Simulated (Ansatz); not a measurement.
Zr2CN: equation of state with PBE

Zr2CN:

```
CELL_PARAMETERS angstrom
1.64498 0.94973 5.37262
-1.64498 0.94973 5.37262
0.00000 -1.89946 5.37262
ATOMIC_POSITIONS crystal
Zr 0.25093 0.25093 0.25093
Zr 0.74907 0.74907 0.74907
N 0.50000 0.50000 0.50000
C 0.00000 0.00000 0.00000
```

The cell comes from a database or a generator and needn't be the stable form of this composition.

* Program: Ansatz 0.2.0
* Task: equation of state
* Functional: PBE
* Potentials or basis: Ansatz PAW
* Cutoff: 420 eV
* Density cutoff: 1680 eV
* k mesh: 9 × 9 × 9
* Occupations: fermi-dirac, width 0.05 eV
* Spin: no spin polarisation

```yaml
Equilibrium_volume: 12.61 Å³/atom
Bulk_modulus_at_fixed_shape_and_positions: 237 GPa
Pressure_derivative_of_the_bulk_modulus: 4.2
```

Energy against volume, from the lowest point:
```
volume (Å³/atom)  energy (meV/atom)
          11.835              39.31
          12.087              17.26
          12.339               4.48
          12.590               0.00
          12.842               3.05
          13.094              12.86
          13.346              28.76
```

All runs of the series together: 23 s on 2 threads of Intel(R) Xeon(R) Processor @ 2.70GHz (shared host).

Caveat: the cell was scaled at fixed shape and fractional positions, which overstates the stiffness of a crystal with free parameters, most of all of layers and chains.
